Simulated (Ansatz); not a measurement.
**Rb2Tl6Sn (element-swapped structure): how the settings move a single-point run**

How sensitive is a single-point run of Rb2Tl6Sn (element-swapped structure) to its settings? A reference run comes first, then four runs with altered input.

Computed with Ansatz 0.2.0 (reference: DFT PBE, plane waves, PAW, scalar-relativistic, no spin polarisation, unless a step's input says otherwise).

## Step 1: The starting structure

The structure is cubic, space group Fm-3m (No. 225). Conventional cell: a = 10.451 Å, b = 10.451 Å, c = 10.451 Å, α = 90.00°, β = 90.00°, γ = 90.00°. Tl (site symmetry 4mm) is surrounded by 1 Sn at 2.56 Å. Sn (site symmetry m-3m) has 6 Tl at 2.56 Å as nearest neighbours. Rb (site symmetry -43m) is surrounded by 12 Tl at 3.70 Å.

As a file:

```xyz
9
Lattice="0.0000 5.2254 5.2254 5.2254 0.0000 5.2254 5.2254 5.2254 0.0000" Properties=species:S:1:pos:R:3 pbc="T T T"
Tl    2.6613    5.2254    5.2254
Tl    5.2254    2.6613    5.2254
Tl    7.7896    5.2254    5.2254
Tl    5.2254    7.7896    5.2254
Tl    5.2254    5.2254    2.6613
Tl    5.2254    5.2254    7.7896
Sn    5.2254    5.2254    5.2254
Rb    2.6127    2.6127    2.6127
Rb    7.8382    7.8382    7.8382
```

## Step 2: Baseline

The input, input.yaml:

```yaml
crystal:
  lattice:
    - [0.0, 5.225442, 5.225442]
    - [5.225442, 0.0, 5.225442]
    - [5.225442, 5.225442, 0.0]
  atoms:
    - { symbol: Tl, position: [0.74535, 0.25465, 0.25465] }
    - { symbol: Tl, position: [0.25465, 0.74535, 0.25465] }
    - { symbol: Tl, position: [0.25465, 0.74535, 0.74535] }
    - { symbol: Tl, position: [0.74535, 0.25465, 0.74535] }
    - { symbol: Tl, position: [0.25465, 0.25465, 0.74535] }
    - { symbol: Tl, position: [0.74535, 0.74535, 0.25465] }
    - { symbol: Sn, position: [0.5, 0.5, 0.5] }
    - { symbol: Rb, position: [0.25, 0.25, 0.25] }
    - { symbol: Rb, position: [0.75, 0.75, 0.75] }
  symmetry: { tolerance: 0.0003 }
kpoints:
  mp_grid: { grid: [3, 3, 3], shift: [0, 0, 0] }
magnetization:
  spin_polarized: false
scf:
  occupations: { method: tetrahedron }
hamiltonian:
  pseudopotentials: { kind: paw }
  xc: pbe
basis:
  ecutwfc: 420
output:
  forces: true
  stress: true
  eigenvalues: true
```

Command:

```bash
$ ansatz run input.yaml --threads 1 --pin off --max-ram 2560MiB --backend cpu --events-out ev --progress --plain --runs-dir out
```

The program printed, shortened:

```text
Warning: output.forces, output.stress, relax.cell or npt_langevin: where a Kohn–Sham band that disperses or a degenerate level is filled in part under the method tetrahedron, the forces or the stress that this run publishes need not agree with its energy (scf.occupations.method in the [...]
Warning: RAYON_NUM_THREADS=1 ignored (pool sized by the plan → 1); use --threads N
band count auto-derived: 68 (N_el = 110.0; filled up to band 55; 66 by the electrons, moments and atoms)
[...]
Pseudopotentials: kind: paw
Pseudopotential: Tl, paw, valence charge 13, recommended cutoff 420 eV (normal), Tl.paw.azcp
Pseudopotential: Sn, paw, valence charge 14, recommended cutoff 420 eV (normal), Sn.paw.azcp
Pseudopotential: Rb, paw, valence charge 9, recommended cutoff 420 eV (normal), Rb.paw.azcp
Functional definition: PBE
[...]
Crystal: 9 atoms, lattice volume = 285.364 Å³
Basis set: ecut = 420 eV, 5601 PW (Γ), exchange–correlation on 100×100×100 points (8 copies of the dense FFT grid, shifted against one another)
Bands: 68, of which v1, the nominal top of the filled ones, is band 55 counted from 1 (54 counted from 0)
Symmetry: 48 space group operations
Space group: Fm-3m (ITA 225), of the structure as read, at distance tolerance 2.0e-3 Å
k-points: 4 of 27
[...]
SCF iter   1: F=—  HF=-81219.121972 eV  |F-HF|=—  |Δ(HF+E_count)|=         —  Δρ=1.92e-3  dr2=1.86e-2  ethr=1.77e-3  ⟨swp⟩=6.5  Hψ=1222  notcnv=0  defer=6
[...]
SCF iter   8: F=-81219.117938 eV  HF=-81219.117938 eV  |F-HF|=9.90e-10  |Δ(HF+E_count)|=   2.07e-7  Δρ=3.23e-6  dr2=5.98e-8  ethr=9.09e-11  ⟨swp⟩=11.2  Hψ=1296  notcnv=0
[...]
SCF converged after 8 iterations
Stability not checked: this state was not tested for a lower state beside it, because cold or Methfessel-Paxton smearing, or corrected tetrahedra, fill the levels in a way that the test cannot read (fill_not_monotonic; see scf.lower_state_search)
Free energy (F): -81219.117938 eV
[...]
E sigma→0 (E₀):  -81219.117938 eV
Entropy (-TS):   -0.020176 eV (-2.242 meV/atom)
Fermi energy:    8.665440 eV
[...]
--- Forces (eV/Å), atoms counted from 1 ---
  atom   1  Tl    -3.85493869    -0.00000000     0.00000000
  atom   2  Tl     0.00000000    -3.85493869    -0.00000000
  atom   3  Tl     3.85493869     0.00000000     0.00000000
  atom   4  Tl    -0.00000000     3.85493869     0.00000000
  atom   5  Tl    -0.00000000     0.00000000    -3.85493869
  atom   6  Tl    -0.00000000     0.00000000     3.85493869
  atom   7  Sn     0.00000000     0.00000000     0.00000000
  atom   8  Rb    -0.00000000    -0.00000000     0.00000000
[...]
--- Stress (GPa, compression-positive) ---
       11.842550      -0.000000       0.000000
       -0.000000      11.842550       0.000000
        0.000000      -0.000000      11.842550
  P = ⅓ Tr σ = 11.8425 GPa (118.425 kbar)
--- Band table (eV) ---
[...]
```

It took 4.7 s on 1 thread of Arm Neoverse V2, shared host; peak memory 0.52 GiB.

## Step 3: Variant: xc pbesol

input.yaml: that of step 2 with these lines changed.

```diff
@@ -24,3 +24,3 @@
   pseudopotentials: { kind: paw }
-  xc: pbe
+  xc: pbesol
 basis:
```

Command:

```bash
$ ansatz run input.yaml --threads 1 --pin off --max-ram 2560MiB --backend cpu --events-out ev --progress --plain --runs-dir out
```

The program printed:

```text
Warning: output.forces, output.stress, relax.cell or npt_langevin: where a Kohn–Sham band that disperses or a degenerate level is filled in part under the method tetrahedron, the forces or the stress that this run publishes need not agree with its energy (scf.occupations.method in the input reference, under Limitations); prefer a smearing scheme for the forces or the stress
Warning: RAYON_NUM_THREADS=1 ignored (pool sized by the plan → 1); use --threads N
band count auto-derived: 68 (N_el = 110.0; filled up to band 55; 66 by the electrons, moments and atoms)
Engine: ansatz 0.2.0, aarch64-unknown-linux-gnu
Pseudopotentials: kind: paw
Pseudopotential: Tl, paw, valence charge 13, recommended cutoff 420 eV (normal), Tl.paw.azcp
Pseudopotential: Sn, paw, valence charge 14, recommended cutoff 420 eV (normal), Sn.paw.azcp
Pseudopotential: Rb, paw, valence charge 9, recommended cutoff 420 eV (normal), Rb.paw.azcp
Functional definition: PBEsol
  exchange = pbesol_x
  correlation = pbesol_c
Crystal: 9 atoms, lattice volume = 285.364 Å³
Basis set: ecut = 420 eV, 5601 PW (Γ), exchange–correlation on 100×100×100 points (8 copies of the dense FFT grid, shifted against one another)
Bands: 68, of which v1, the nominal top of the filled ones, is band 55 counted from 1 (54 counted from 0)
Symmetry: 48 space group operations
Space group: Fm-3m (ITA 225), of the structure as read, at distance tolerance 2.0e-3 Å
k-points: 4 of 27
Non-local potential: Tl, projectors of the file, l = 0: 2, l = 1: 2, l = 2: 2, l = 3: 1
Non-local potential: Sn, projectors of the file, l = 0: 2, l = 1: 2, l = 2: 2, l = 3: 2
Non-local potential: Rb, projectors of the file, l = 0: 3, l = 1: 2, l = 2: 2
PAW form: soft (Blöchl's): semilocal exchange-correlation on the pseudo side does not see the compensation charge
PAW frozen core: Tl, regenerated for the run's functional, and the local potential with it (the file was generated under x = pbe(κ = 0.804, μ = 0.2195149727645171), c = pbe(β = 0.06672455060314922))
PAW frozen core: Sn, regenerated for the run's functional, and the local potential with it (the file was generated under x = pbe(κ = 0.804, μ = 0.2195149727645171), c = pbe(β = 0.06672455060314922))
PAW frozen core: Rb, regenerated for the run's functional, and the local potential with it (the file was generated under x = pbe(κ = 0.804, μ = 0.2195149727645171), c = pbe(β = 0.06672455060314922))
PAW one-centre angular grid: Tl, 590 points (default); XC on 64 Gauss nodes
PAW one-centre angular grid: Sn, 590 points (default); XC on 64 Gauss nodes
PAW one-centre angular grid: Rb, 110 points (default); XC on 64 Gauss nodes
Initial density: superposition of atomic densities (neutral atoms: chi_scale 0, normalization atom), corrected by the library's trained network
Initial wavefunctions: pseudopotential atomic-orbital guess
Functional: x = pbesol(κ = 0.804, μ = 0.12345679012345678), c = pbesol(β = 0.046)
SCF iter   1: F=—  HF=-80153.770045 eV  |F-HF|=—  |Δ(HF+E_count)|=         —  Δρ=2.99e-3  dr2=3.39e-2  ethr=1.77e-3  ⟨swp⟩=6.5  Hψ=1222  notcnv=0  defer=5
preconditioner: auto → Kerker (q_TF=auto, 2.328 Å⁻¹)  [metal: no gap  n_scr=58 (ndim 8)  ℏωp=22.6 eV  f_vac=0.000]
SCF iter   2: F=—  HF=-80153.756777 eV  |F-HF|=—  |Δ(HF+E_count)|=   1.33e-2  Δρ=1.50e-3  dr2=1.19e-2  ethr=3.08e-5  ⟨swp⟩=3.2  Hψ=562  notcnv=0  defer=21
SCF iter   3: F=—  HF=-80153.752342 eV  |F-HF|=—  |Δ(HF+E_count)|=   4.43e-3  Δρ=4.68e-4  dr2=2.36e-3  ethr=1.08e-5  ⟨swp⟩=3.5  Hψ=495  notcnv=0  defer=21
SCF iter   4: F=—  HF=-80153.753811 eV  |F-HF|=—  |Δ(HF+E_count)|=   1.47e-3  Δρ=1.60e-4  dr2=2.45e-4  ethr=2.14e-6  ⟨swp⟩=2.8  Hψ=331  notcnv=0  defer=21
SCF iter   5: F=—  HF=-80153.754631 eV  |F-HF|=—  |Δ(HF+E_count)|=   8.19e-4  Δρ=6.23e-5  dr2=1.82e-5  ethr=2.23e-7  ⟨swp⟩=3.2  Hψ=429  notcnv=0  defer=21
SCF iter   6: F=—  HF=-80153.754713 eV  |F-HF|=—  |Δ(HF+E_count)|=   8.22e-5  Δρ=2.75e-5  dr2=3.63e-6  ethr=1.65e-8  ⟨swp⟩=3.0  Hψ=512  notcnv=0  defer=21
SCF iter   7: F=—  HF=-80153.754756 eV  |F-HF|=—  |Δ(HF+E_count)|=   4.32e-5  Δρ=8.63e-6  dr2=3.29e-7  ethr=3.30e-9  ⟨swp⟩=2.8  Hψ=514  notcnv=0  defer=21
SCF iter   8: F=-80153.754780 eV  HF=-80153.754780 eV  |F-HF|=6.01e-9  |Δ(HF+E_count)|=   2.43e-5  Δρ=2.57e-6  dr2=2.61e-8  ethr=9.09e-11  ⟨swp⟩=11.0  Hψ=1265  notcnv=0
the Fermi level stands where the interpolated count of states jumps: at 8.468292 eV it rises by 0.074074 electrons, of which the electron count takes 0.021111; the states there are filled in part, alike; this SCF's result reports no band edges (scf.occupations.method)
SCF 1 converged in 8 iterations: F = -80153.754780 eV  dr2 = 2.61e-8
SCF converged after 8 iterations
Stability not checked: this state was not tested for a lower state beside it, because cold or Methfessel-Paxton smearing, or corrected tetrahedra, fill the levels in a way that the test cannot read (fill_not_monotonic; see scf.lower_state_search)
Free energy (F): -80153.754780 eV
Harris-Foulkes:  -80153.754780 eV  (|F-HF|=6.01e-9)
Internal energy: -80153.736851 eV  (E = F + TS)
E sigma→0 (E₀):  -80153.754780 eV
Entropy (-TS):   -0.017929 eV (-1.992 meV/atom)
Fermi energy:    8.468292 eV
--- Per-component energies (eV) ---
  E_band       = -315.682627
  E_kinetic    = 2590.738606
  E_local      = -8873.527141  (includes V_loc(G=0)·N_el)
  E_nonlocal   = 2235.377625
  E_hartree    = 3518.322551
  E_xc         = -2018.003440
  E_vxc        = -1232.712047  (∫ρ·V_xc dr)
  E_paw        = -69308.256994  (= ΣΔE_a)
  E_vpaw       = -2072.205439  (= ΣTr[D̂ρ^β])
  E_aug_tail   = 0.000199  (compensation charges beyond the density's cutoff)
  E_ewald      = -8299.150029
  E_core_change = 0.761772  (= ΣΔE_core)
  E_smearing   = -0.017929  (= −TS)
  E_closure    = 0.000000  (closes the sum)
  Σ components = -80153.754780   (vs F -80153.754780, Δ=0.00e0)
--- Forces (eV/Å), atoms counted from 1 ---
  atom   1  Tl    -3.60375317    -0.00000000     0.00000000
  atom   2  Tl     0.00000000    -3.60375317    -0.00000000
  atom   3  Tl     3.60375317     0.00000000     0.00000000
  atom   4  Tl    -0.00000000     3.60375317    -0.00000000
  atom   5  Tl     0.00000000    -0.00000000    -3.60375317
  atom   6  Tl    -0.00000000    -0.00000000     3.60375317
  atom   7  Sn     0.00000000    -0.00000000    -0.00000000
  atom   8  Rb     0.00000000     0.00000000    -0.00000000
  atom   9  Rb     0.00000000     0.00000000     0.00000000
  max |Σ_I F_I| component: 3.56e-15 eV/Å
--- Stress (GPa, compression-positive) ---
        9.267866      -0.000000       0.000000
       -0.000000       9.267866       0.000000
        0.000000       0.000000       9.267866
  P = ⅓ Tr σ = 9.2679 GPa (92.679 kbar)
--- Band table (eV) ---
  k-point 0: bands = ["-18.6904", "-18.6869", "-13.6318", "-13.6318", "-13.4241", "-13.4241", "-13.4241", "-4.3994", "-3.3706", "-3.3706", "-3.3706", "-3.1607", "-3.1607", "-3.1607", "-3.0122", "-3.0122", "-3.0122", "-3.0028", "-2.9734", "-2.9734", "-2.9651", "-2.9651", "-2.9651", "-2.9392", "-2.9392", "-2.9392", "-2.8865", "-2.8865", "-2.8865", "-2.8504", "-2.8504", "-2.8504", "-2.8481", "-2.8481", "-2.8069", "-2.8069", "-2.6973", "-2.6973", "-2.6973", "-2.6892", "-2.6892", "-2.6892", "-2.6710", "-1.3581", "1.9488", "1.9488", "1.9488", "3.3867", "3.9475", "3.9475", "6.8405", "6.8405", "6.8405", "7.5436", "7.5436", "7.5436", "10.9825", "11.6786", "11.6786", "11.6786", "12.2965", "12.4915", "12.4915", "12.4915", "12.9895", "12.9895", "13.7133", "13.7133"]
  k-point 1: bands = ["-18.6893", "-18.6876", "-13.6318", "-13.6318", "-13.4241", "-13.4241", "-13.4241", "-4.3556", "-3.3958", "-3.3145", "-3.3145", "-3.2409", "-3.2208", "-3.1242", "-3.1242", "-3.0589", "-3.0589", "-3.0521", "-3.0436", "-3.0436", "-3.0150", "-3.0150", "-2.9949", "-2.9405", "-2.9212", "-2.9212", "-2.9024", "-2.9024", "-2.8693", "-2.8693", "-2.7837", "-2.7837", "-2.7766", "-2.7766", "-2.7599", "-2.7139", "-2.6972", "-2.6972", "-2.6933", "-2.6908", "-2.6908", "-2.6825", "-2.6722", "-1.1013", "1.2321", "2.0415", "2.0415", "3.4680", "3.4680", "4.5433", "6.1191", "7.7625", "8.0359", "8.0359", "8.2297", "8.2297", "9.7505", "9.7505", "10.0231", "11.5540", "11.5540", "12.1844", "12.2519", "12.5095", "12.5095", "13.3258", "13.6952", "13.6952"]
  k-point 2: bands = ["-18.6893", "-18.6875", "-13.6320", "-13.6318", "-13.4241", "-13.4241", "-13.4241", "-4.3432", "-3.3376", "-3.3376", "-3.3197", "-3.2474", "-3.1703", "-3.1703", "-3.1551", "-3.1466", "-3.1094", "-3.1094", "-3.0080", "-3.0080", "-2.9946", "-2.9882", "-2.9882", "-2.9460", "-2.9199", "-2.9042", "-2.8753", "-2.8753", "-2.8739", "-2.8651", "-2.8474", "-2.8326", "-2.8044", "-2.8025", "-2.8025", "-2.7710", "-2.7233", "-2.6892", "-2.6875", "-2.6875", "-2.6164", "-2.6164", "-2.5482", "-1.0272", "1.3743", "1.8859", "1.8859", "2.6050", "4.0660", "5.2575", "6.8733", "7.1569", "7.1569", "8.1720", "8.6532", "8.6532", "9.7465", "9.7828", "10.5541", "10.5541", "11.2964", "11.7178", "11.7178", "11.9496", "11.9496", "13.0146", "13.5098", "13.8347"]
  k-point 3: bands = ["-18.6883", "-18.6883", "-13.6319", "-13.6318", "-13.4241", "-13.4241", "-13.4240", "-4.3274", "-3.3615", "-3.3130", "-3.2955", "-3.2481", "-3.2319", "-3.1965", "-3.1622", "-3.1507", "-3.1012", "-3.0827", "-3.0608", "-3.0263", "-3.0042", "-2.9677", "-2.9643", "-2.9633", "-2.9337", "-2.9314", "-2.8968", "-2.8712", "-2.8371", "-2.8340", "-2.8189", "-2.8178", "-2.8068", "-2.7894", "-2.7791", "-2.7702", "-2.7678", "-2.7171", "-2.6990", "-2.6843", "-2.6061", "-2.5944", "-2.5325", "-0.9377", "1.3631", "1.5539", "1.9968", "2.8818", "3.5470", "5.6339", "7.0675", "7.5138", "7.5753", "8.3885", "8.4565", "8.6009", "9.5390", "9.9684", "10.2381", "10.3129", "10.5462", "11.4987", "11.6299", "11.6441", "11.7510", "12.4657", "13.5087", "13.9431"]
```

Run time: 5.1 s. Hardware: 1 thread of Arm Neoverse V2, shared host; peak memory 0.52 GiB.

A change of functional puts the total energy on another scale; the pressure goes from 11.8 to 9.3 GPa and the largest force goes from 3.85 to 3.60 eV/Å. At this fixed cell a lower pressure means that this functional prefers a smaller volume than the reference.

[end of part 1 of 2]
